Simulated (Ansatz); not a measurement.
# FH10NOSi2: the cost of one run

All numbers below are computed with Ansatz 0.2.0 (UKS B3LYP-D4/STO-3G).

## Step 1: The system as given

Bond lengths: Si1–O2 2.064 Å, Si1–H3 1.502 Å, Si1–H4 1.456 Å, Si1–Si5 2.310 Å, Si1–F7 2.004 Å, O2–H10 0.954 Å, Si5–H11 1.472 Å, Si5–H12 1.467 Å, Si5–H13 1.469 Å, N9–H14 1.006 Å, N9–H15 1.007 Å. Angles (14 of 18 angles, heavy atoms first): O2–Si1–Si5 114.1°, O2–Si1–F7 82.5°, Si5–Si1–F7 85.6°, Si1–O2–H10 109.8°, O2–Si1–H3 86.4°, O2–Si1–H4 104.8°, H3–Si1–Si5 102.8°, H3–Si1–F7 168.1°, H4–Si1–Si5 135.9°, H4–Si1–F7 79.4°, Si1–Si5–H11 112.9°, Si1–Si5–H12 108.2°, Si1–Si5–H13 116.7°, H3–Si1–H4 99.5°.

Structure file:

```xyz
15

Si   -0.9886   -0.3269   -0.9429
O     0.3434   -1.6157   -0.0349
H    -0.8902   -1.2220   -2.1446
H    -2.2955   -0.7334   -0.4455
Si   -0.0380    1.6405   -1.6919
H    -0.2215    0.1570    1.7247
F    -0.9791    0.5357    0.8657
H     0.6923   -1.2547    1.1415
N     0.7358   -0.5768    2.2926
H     1.1055   -1.7412   -0.5949
H     0.9836    1.4234   -2.7292
H    -1.0905    2.4480   -2.3179
H     0.6110    2.4869   -0.6824
H     1.6052   -0.1052    2.4747
H     0.4266   -1.1156    3.0853
```

## Step 2: Run 1

150 steps of 0.5 fs at constant energy, with velocities drawn for 1000 K.

Contents of input.yaml:

```yaml
crystal:
  periodic: [false, false, false]
  atoms:
    - { symbol: Si, position_ang: [-0.9886, -0.3269, -0.9429] }
    - { symbol: O, position_ang: [0.3434, -1.6157, -0.0349] }
    - { symbol: H, position_ang: [-0.8902, -1.222, -2.1446] }
    - { symbol: H, position_ang: [-2.2955, -0.7334, -0.4455] }
    - { symbol: Si, position_ang: [-0.038, 1.6405, -1.6919] }
    - { symbol: H, position_ang: [-0.2215, 0.157, 1.7247] }
    - { symbol: F, position_ang: [-0.9791, 0.5357, 0.8657] }
    - { symbol: H, position_ang: [0.6923, -1.2547, 1.1415] }
    - { symbol: "N", position_ang: [0.7358, -0.5768, 2.2926] }
    - { symbol: H, position_ang: [1.1055, -1.7412, -0.5949] }
    - { symbol: H, position_ang: [0.9836, 1.4234, -2.7292] }
    - { symbol: H, position_ang: [-1.0905, 2.448, -2.3179] }
    - { symbol: H, position_ang: [0.611, 2.4869, -0.6824] }
    - { symbol: H, position_ang: [1.6052, -0.1052, 2.4747] }
    - { symbol: H, position_ang: [0.4266, -1.1156, 3.0853] }
magnetization:
  spin_polarized: true
basis:
  gaussian: { orbitals: STO-3G }
hamiltonian:
  xc: b3lyp
  dispersion: d4
md:
  timestep: 0.5
  n_steps: 150
  ensemble: nve
  temperature: 1000.0
  initial_velocities: maxwell_boltzmann
  seed: 299749
```

Command:

```
$ ansatz run input.yaml --threads 1 --pin off --max-ram 2048MiB --backend cpu --events-out ev --progress --plain --runs-dir out
```

Q: Estimate wall time and peak memory on 1 thread of AMD EPYC 9R45 (Zen 5), shared host.

About 5.1 min, with a peak of 0.2 GiB.
